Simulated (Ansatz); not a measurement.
# LaF5: the cost of one run

Computed with Ansatz 0.2.0 (DFT PBE, scalar-relativistic, plane waves, PAW, unless a step's input says otherwise).

1 further run of the same task is left out (it didn't finish).

## (1) The starting structure

Symmetry: P4/mmm, No. 123, tetragonal system. Conventional cell: a = 4.143 Å, b = 4.143 Å, c = 5.908 Å, α = 90.00°, β = 90.00°, γ = 90.00°. La (site symmetry 4/mmm) has 16 F at 3.15 to 3.57 Å as nearest neighbours. F (site symmetry 4mm) has 1 F at 0.90 Å as nearest neighbours. F (site symmetry 4mm) has 2 F at 0.90 to 0.91 Å as nearest neighbours. F (site symmetry 4/mmm) has 2 F at 0.91 Å as nearest neighbours.

Structure file:

```
La F
1.0
     4.14271    0.00000    0.00000
     0.00000    4.14271    0.00000
     0.00000    0.00000    5.90821
La F
1 5
Cartesian
  0.0000 0.0000 2.9541
  2.0714 2.0714 4.1018
  2.0714 2.0714 1.8064
  2.0714 2.0714 5.0007
  2.0714 2.0714 0.9075
  2.0714 2.0714 0.0000
```

A structure generator made this guess: random cell by space group and Wyckoff sites (P4/mmm, No. 123). Lengths come from tabulated atomic sizes and are only a guess.

## (2) Probe: one point on a coarse mesh

File input.yaml:

```yaml
crystal:
  lattice:
    - [4.14270781, 0.0, 0.0]
    - [0.0, 4.14270781, 0.0]
    - [0.0, 0.0, 5.90820643]
  atoms:
    - { symbol: La, position: [0.0, 0.0, 0.5] }
    - { symbol: F, position: [0.5, 0.5, 0.69424771] }
    - { symbol: F, position: [0.5, 0.5, 0.30575229] }
    - { symbol: F, position: [0.5, 0.5, 0.84640678] }
    - { symbol: F, position: [0.5, 0.5, 0.15359322] }
    - { symbol: F, position: [0.5, 0.5, 0.0] }
basis:
  ecutwfc: 420
kpoints:
  mp_grid: { grid: [4, 4, 4] }
hamiltonian:
  xc: pbe
scf:
  occupations: { method: gaussian, width: 0.1 }
  lower_state_search: "off"
output:
  forces: true
  stress: true
  eigenvalues: true
```

The run is started by

```sh
$ ansatz run input.yaml --threads 1 --pin off --max-ram 2560MiB --backend cpu --events-out ev --progress --plain --runs-dir out
```

Q: Estimate wall time and peak memory on 1 thread of Intel Xeon at 2.50GHz (Skylake/Cascade Lake), shared host.

About 7.4 s, with a peak of 0.38 GiB.
